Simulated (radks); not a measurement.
# Ga¹⁶⁺ in [Ne] 3s2 3p3: an all-electron calculation

Wanted: eigenvalues, radial structure and energy terms of the gallium ion Ga16+.

Program: radks (a radial shooting solver on a logarithmic mesh, Libxc functionals) version 1. Level of theory: scalar-relativistic Kohn-Sham, MS2 meta-GGA, spin-polarised, spherical densities, finite nucleus; open shells are filled with parallel spins first. These are calculated values, not measurements, unless marked.

## (1) The atom as given

| Item | Value |
| --- | --- |
| element | gallium (Z = 31) |
| charge | +16 |
| electrons | 15 |
| configuration | [Ne] 3s2 3p3 |
| nuclear rms radius | 3.9973 fm |

The outer shells:

Ga¹⁶⁺
```
[Ne] core
3s [↑↓]
3p [↑ ][↑ ][↑ ]
```

## (2) Self-consistent calculation

Input:

```text
Z 31
configuration [Ne] 3s2 3p3
relativity scalar-relativistic
functional ms2,regtpss
spin polarised
nucleus finite rms 3.9973 fm
c 137.035999084
```

What does the calculation give?

As calculated:

| quantity | value |
| --- | --- |
| total energy | -1812.72762 hartree |
| exchange-correlation share of it | 3.19 % |
| −T/E | 1.0186 |
| highest occupied level | 3p up, -579.55 eV |
| most extended occupied level | 3s down, <r> = 0.561 bohr |
| radius at density 0.001 e/bohr³ | 1.41 bohr |
| maxima of the radial density | 3 |
| ionisation energy, NIST | 600 (semi-emp.) eV |

3 principal shells are occupied and 3 maxima appear in the radial density. Relativity lifts −T/E to 1.019. The top level binds by 579.55 eV, 97 % of the NIST ionisation energy of 600 eV. Open shells are spherical and high-spin; term and fine-structure splittings are not resolved.
